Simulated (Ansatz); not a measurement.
## NiMoIrPdW under changes of volume

One of the cells (16.131 Å³/atom); the others are scaled copies at fixed shape and fractional positions:

```
Ni Mo Pd Ir W
1.0
     4.14670    0.00000    0.00000
    -2.07335    3.59115    0.00000
     0.00000    0.00000    5.41629
Ni Mo Pd Ir W
1 1 1 1 1
Direct
  0.00000 0.00000 0.02221
  0.66667 0.33333 0.45996
  0.33333 0.66667 0.74601
  0.33333 0.66667 0.25641
  0.66667 0.33333 0.99985
```

The cell was built by a generator and needn't be a form met in nature.

- Program: Ansatz 0.2.0
- Functional: PBE
- Potentials or basis: Ansatz PAW
- Cutoff: 420 eV (not typed: the program's choice for these potentials)
- k mesh: 7 × 7 × 5
- Occupations: fermi-dirac, width 0.05 eV
- Spin: collinear spin, ferromagnetic start
- Starting moments: [1.0, 1.0, 0.0, 0.6, 0.0] μB

```tsv
volume (Å³/atom)	energy over the lowest point (meV/atom)	pressure (GPa)	largest force (eV/Å)
15.163	45.71	16.1	0.983
15.486	19.46	10.1	0.687
15.809	4.64	4.7	0.413
16.131	0.00	0.0	0.158
16.454	4.46	-4.3	0.083
16.777	?	?	?
17.099	36.81	-11.5	0.506
```

Problem. What does the run at 16.777 Å³/atom give?

Solution. Energy over the lowest point 17.03 meV/atom; pressure -8.1 GPa; largest force 0.300 eV/Å.

Worked out: A Birch-Murnaghan fit of order 3 (a polynomial in V^(-2/3)) to the other rows has its minimum at 16.13 Å³/atom with B0 = V·E''(V) = 225 GPa and B' = 4.7 at fixed shape and positions, which overstates the stiffness. It gives 17.04 meV/atom at 16.777 Å³/atom, against the run's 17.03, and -dE/dV = -8.1 GPa, against -8.1.

Energies are extrapolated to zero smearing.

Caveats: the starting moments weren't kept.
